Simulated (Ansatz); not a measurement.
**Cl₂H₂MoO₂S: basis-set convergence**

How large a basis does Cl₂H₂MoO₂S need? Two functionals are run in growing sets.

Program: Ansatz 0.2.0, Gaussian basis. Level of theory: one geometry, several basis sets. These are calculated values, not measurements.

The runs, in order: PBE0-D4/def2-SVP; ωB97M-V/def2-SVP; PBE0-D4/def2-QZVPP; ωB97M-V/def2-QZVPP; the functionals' def2-TZVPP values are taken from earlier runs.

## Step 1: The relaxed structure

An earlier PBE0-D4 in a triple-zeta def2 set relaxation fixed the geometry. Mo takes the def2 core potential; no spin-orbit term is included.

SMILES `[OH][Mo]([OH])(=[S])([Cl])[Cl]`, 8 atoms, charge 0, spin multiplicity 1.

Atoms are counted from 1 here; the program's logs count them from 0.

Bond lengths: O1–Mo2 1.850 Å, O1–H7 0.963 Å, Mo2–O3 1.850 Å, Mo2–S4 2.075 Å, Mo2–Cl5 2.397 Å, Mo2–Cl6 2.262 Å, O3–H8 0.963 Å. Angles: Mo2–O1–H7 123.0°, O1–Mo2–O3 151.0°, O1–Mo2–S4 102.6°, O1–Mo2–Cl5 79.0°, O1–Mo2–Cl6 93.1°, O3–Mo2–S4 102.6°, O3–Mo2–Cl5 79.0°, O3–Mo2–Cl6 93.1°, S4–Mo2–Cl5 110.4°, S4–Mo2–Cl6 106.5°, Cl5–Mo2–Cl6 143.1°, Mo2–O3–H8 123.0°.

## Step 2: PBE0-D4 in def2-SVP

File in.yaml:

```yaml
crystal:
  periodic: [false, false, false]
  atoms:
    - {symbol: O, position_ang: [-1.460179, 1.024475, 0.008896]}
    - {symbol: Mo, position_ang: [0.078901, 0.080464, -0.394506]}
    - {symbol: O, position_ang: [1.612111, -0.813666, 0.127300]}
    - {symbol: S, position_ang: [-0.427846, -0.880445, -2.162445]}
    - {symbol: Cl, position_ang: [-0.733504, -1.155006, 1.491790]}
    - {symbol: Cl, position_ang: [1.217132, 1.944382, -0.981730]}
    - {symbol: H, position_ang: [-1.910397, 0.956434, 0.857583]}
    - {symbol: H, position_ang: [1.715984, -1.213738, 0.997210]}
basis:
  gaussian: {orbitals: def2-SVP}
hamiltonian: {xc: pbe0, dispersion: d4}
output: {orbitals: {seedname: orbitals}}
```

Started as:

```bash
$ ansatz run in.yaml --threads 4 --pin off --events-out ev --progress --plain --max-ram 11315MiB
```

The runs that follow: ωB97M-V in def2-SVP; PBE0-D4 in def2-QZVPP; ωB97M-V in def2-QZVPP.

**Question.** What will the summary of the whole plan be? Wanted: PBE0-D4: double and triple zeta above quadruple; ωB97M-V: double and triple zeta above quadruple.

As calculated:

| quantity | value |
| --- | --- |
| PBE0-D4: double and triple zeta above quadruple | 19.60, 1.42 eV |
| ωB97M-V: double and triple zeta above quadruple | 19.50, 1.36 eV |

PBE0-D4 gains 18.18 eV from double to triple zeta, then 1.42 eV more. Total energies overstate the basis error of differences, where much of it tends to cancel.
